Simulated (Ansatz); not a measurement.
# CrAuS2: the cost of one run

Program: Ansatz 0.2.0. Level of theory: DFT LDA+U (U = 4 eV, J = 0.7 eV on Cr d), plane waves, PAW, no spin–orbit coupling unless a run says so. These are calculated values, not measurements.

**1. Starting point**

Symmetry: R-3m, No. 166, trigonal system. The conventional cell has a = 3.541 Å, b = 3.541 Å, c = 21.324 Å, α = 90.00°, β = 90.00°, γ = 120.00°. Au (site symmetry -3m) is surrounded by 2 S at 2.30 Å. Around Cr (site symmetry -3m) lie 6 S at 2.40 Å. Around S (site symmetry 3m) lie 1 Au at 2.30 Å and 3 Cr at 2.40 Å.

Structure file:

```xyz
4
Lattice="1.7706 1.0223 7.1080 -1.7706 1.0223 7.1080 0.0000 -2.0445 7.1080" Properties=species:S:1:pos:R:3 pbc="T T T"
Au    0.0000    0.0000    0.0000
Cr    0.0000    0.0000   10.6621
S     0.0000    0.0000   19.0279
S     0.0000    0.0000    2.2962
```

An earlier series on this cell reached its lowest free state from «ferromagnetic start, free, symmetry kept, no search», perhaps among other starts.

**2. Site moments held (series factor 0.95; the input gives the size)**

File input.yaml:

```yaml
crystal:
  lattice:
    - [1.77062114, 1.02226859, 7.10803421]
    - [-1.77062114, 1.02226859, 7.10803421]
    - [0.0, -2.04453718, 7.10803421]
  atoms:
    - { symbol: Au, position: [0.0, 0.0, 0.0] }
    - { symbol: Cr, position: [0.5, 0.5, 0.5], spin: 2.63 }
    - { symbol: S, position: [0.89231846, 0.89231846, 0.89231846] }
    - { symbol: S, position: [0.10768154, 0.10768154, 0.10768154] }
basis:
  ecutwfc: 420
  ecutrho_ratio: 4
kpoints:
  mp_grid: { grid: [6, 6, 6] }
hamiltonian:
  xc: lda
  hubbard:
    sites:
      - { site: 1, l: d, u: 4.0, j: 0.7, starting_ns: [{ spin: up, occupation_matrix: s1up }, { spin: down, occupation_matrix: s1down }] }
    occupation_matrices:
      s1up:
        matrix:
          - [0.97, 0.0, 0.0, 0.0, 0.0]
          - [0.0, 0.31572, 0.0, 0.0, -0.43987]
          - [0.0, 0.0, 0.31572, -0.43987, 0.0]
          - [0.0, 0.0, -0.43987, 0.67428, 0.0]
          - [0.0, -0.43987, 0.0, 0.0, 0.67428]
      s1down:
        matrix:
          - [0.02, 0.0, 0.0, 0.0, 0.0]
          - [0.0, 0.02, 0.0, 0.0, 0.0]
          - [0.0, 0.0, 0.02, 0.0, 0.0]
          - [0.0, 0.0, 0.0, 0.02, 0.0]
          - [0.0, 0.0, 0.0, 0.0, 0.02]
    ns_hold: { iters: 8 }
scf:
  occupations: { method: gaussian, width: 0.05 }
  lower_state_search: "off"
  max_iter: 150
output:
  forces: true
  stress: true
  eigenvalues: true
  populations: true
  hubbard: { sites: [{ site: 1, l: d }] }
magnetization:
  spin_polarized: true
  spin_locking: { lock_spins: true }
```

The typed matrices put 0.97 on the chosen orbitals and 0.02 on the others, and are held for 8 cycles. The lock stays on to the end, so the result is a constrained state unless its moments die out.

The run is started by

```sh
ansatz run input.yaml --threads 2 --pin off --max-ram 3072MiB --backend cpu --events-out ev --progress --plain --runs-dir out
```

What time and memory should one allow on 2 threads of Arm Neoverse N1, shared host?

About 24 s, with a peak of 0.48 GiB.
